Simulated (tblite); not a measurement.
# C6H11FOSi: the cost of one run

The runs use tblite 0.8.0 and PySCF 2.14.0, with density-fitted response routines of our own; the level of theory stands in each step. All values are computed, except where a source is named. Atoms count from 0, in the outputs and in this text.

### 1 The starting structure

20 atoms, charge 0, multiplicity 1; geometry from: force field or distance geometry start.

Bonds of the start (Å): C0–C1 1.32, C1–C2 1.47, C1–C3 1.49, C3–Si4 1.85, Si4–O5 1.74, O5–C6 1.41, C6–C7 1.33, C7–F8 1.35, C0–H9 1.08, C0–H10 1.08, C2–H11 1.12, C2–H12 1.12, C2–H13 1.11, C3–H14 1.13, C3–H15 1.11, Si4–H16 1.47, Si4–H17 1.48, C6–H18 1.08, C7–H19 1.08.

### 2 Geometry optimisation with GFN2-xTB

What the job is given:

```
{"job": {"kind": "relax", "xc": "GFN2-xTB", "basis": "xTB"}, "charge": 0, "multiplicity": 1}
C     -2.616100     1.379700    -0.281800
C     -1.963800     0.280200     0.046600
C     -2.611900    -1.023100    -0.125000
C     -0.579400     0.343000     0.599000
Si     0.656800    -0.574200    -0.426200
O      1.793800     0.617400    -0.986200
C      3.000200     0.696900    -0.268600
C      3.950800    -0.229000    -0.388700
F      5.104900    -0.154000     0.306800
H     -3.620400     1.390600    -0.675700
H     -2.111200     2.323100    -0.134200
H     -2.222500    -1.596000    -1.002100
H     -3.694100    -0.808900    -0.339500
H     -2.547300    -1.658900     0.779600
H     -0.318900     1.441100     0.625100
H     -0.558200    -0.011000     1.651000
H     -0.004000    -1.249900    -1.548500
H      1.348300    -1.599200     0.394900
H      3.149200     1.522900     0.405000
H      3.838700    -1.080100    -1.044500
```

The run is started by

```bash
$ OMP_NUM_THREADS=1 python probes_run.py task.json out
```

One launch serves the whole session: the jobs run in the order shown.

Q: Estimate the wall time and peak memory of this first job on 1 thread of Arm Neoverse N1, shared host.

About 2.8 s, with a peak of 0.18 GiB.
